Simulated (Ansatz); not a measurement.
# Cs (Cs (100), 5 layers): how the settings move a relaxation

How sensitive is a relaxation of Cs (Cs (100), 5 layers) to its settings? A reference run comes first, then one run with altered input.

Method: reference: DFT, PBEsol, all-electron LAPW, scalar-relativistic, in Ansatz 0.2.0.

**1. The starting structure**

Symmetry: P4/mmm, No. 123, tetragonal system. The conventional cell has a = 6.045 Å, b = 6.045 Å, c = 32.090 Å, α = 90.00°, β = 90.00°, γ = 90.00°.

Structure file:

```
Cs
1.0
     6.04500    0.00000    0.00000
     0.00000    6.04500    0.00000
     0.00000    0.00000   32.09000
Cs
5
Direct
  0.00000 0.00000 0.31295
  0.50000 0.50000 0.40868
  0.00000 0.00000 0.50000
  0.50000 0.50000 0.59132
  0.00000 0.00000 0.68705
```

**2. The reference run**

Input file input.yaml:

```yaml
crystal:
  lattice:
    - [6.044995064, 0.0, 0.0]
    - [0.0, 6.044995064, 0.0]
    - [0.0, 0.0, 32.09]
  atoms:
    - { symbol: Cs, position: [0.0, 0.0, 0.3129518078] }
    - { symbol: Cs, position: [0.5, 0.5, 0.4086816189] }
    - { symbol: Cs, position: [0.0, 0.0, 0.4999991517] }
    - { symbol: Cs, position: [0.5, 0.5, 0.5913182383] }
    - { symbol: Cs, position: [0.0, 0.0, 0.6870491833] }
kpoints:
  mp_grid: { grid: [6, 6, 1] }
scf:
  occupations: { method: fermi_dirac, width: 0.08 }
hamiltonian:
  xc: pbesol
  pseudopotentials: { kind: all_electron, lapw: { basis_error: 0.001 } }
output:
  forces: true
  stress: true
  eigenvalues: true
relax:
  f_tol: 0.01
  max_steps: 12
efield:
  axis: 3
  amplitude: 0
  dipole_correction: true
```

On the command line:

```sh
$ ansatz run input.yaml --threads 2 --pin off --max-ram 4096MiB --backend cpu --events-out ev --progress --plain --runs-dir out
```

**3. Changed: lower_state_search standard, xc_grid 4**

Edit input.yaml of step 2 so:

```diff
@@ -15,2 +15,3 @@
   occupations: { method: fermi_dirac, width: 0.08 }
+  lower_state_search: standard
 hamiltonian:
@@ -29 +30,3 @@
   dipole_correction: true
+basis:
+  xc_grid: 4
```

Q: Predict the outcome of this session. Wanted: for each run, ending; energy change; gap; force.

As calculated:

| run | ending | energy change | gap (eV) | force (eV/Å) | cycles | time |
| --- | --- | --- | --- | --- | --- | --- |
| reference | converged | 0 | 0.00 | 0.00 | 12 | 14 s |
| 1: lower_state_search standard, xc_grid 4 | converged | 0.0 meV/atom | 0.00 | 0.00 | 22 | 25 s |

What this shows: The changed input (search for lower states and numerical grids) leaves the energy the same to the digits printed. Cost: 22 SCF cycles against 12, 25 s against 14 s.
